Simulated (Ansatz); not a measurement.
PBr:

```
CELL_PARAMETERS angstrom
4.93856 0.00000 0.00000
-2.06239 5.19450 0.00000
-0.69678 -0.65377 6.23326
ATOMIC_POSITIONS crystal
Br 0.66580 0.85501 0.24276
Br 0.33420 0.14499 0.75724
P 0.64072 0.49976 0.63187
P 0.35928 0.50024 0.36813
```

The cell comes from a database or a generator and needn't be the stable form of this composition.

Base run:

| Item | Value |
| --- | --- |
| Program | Ansatz 0.2.0 |
| Functional | LDA |
| Potentials or basis | Ansatz PAW |
| Cutoff | 420 eV (not typed: the program's choice for these potentials) |
| k mesh | 4 × 3 × 3 |
| Occupations | fermi-dirac, width 0.05 eV |
| Spin | no spin polarisation |

Its results: band gap on the k mesh 1.58 eV, direct; pressure -1.6 GPa; largest force 0.326 eV/Å.

The run is repeated on the same cell with these changes: functional from LDA to r2SCAN0; cutoff from 420 eV (not typed: the program's choice for these potentials) to 500 eV (not typed: the program's choice for these potentials). What comes out?

Band gap on the k mesh 3.27 eV, direct; pressure -1.3 GPa; largest force 0.756 eV/Å.

r2SCAN0 gives the wider gap, since exact exchange removes part of the self-interaction.

Caveats: the k mesh misses the band edges, so the gap on the mesh is wider than the one along the path; the PAW data sets come from PBE, with cores solved anew for the run's functional, which leaves a small shift of forces and pressure; the thresholds are loose for stress (some runs).
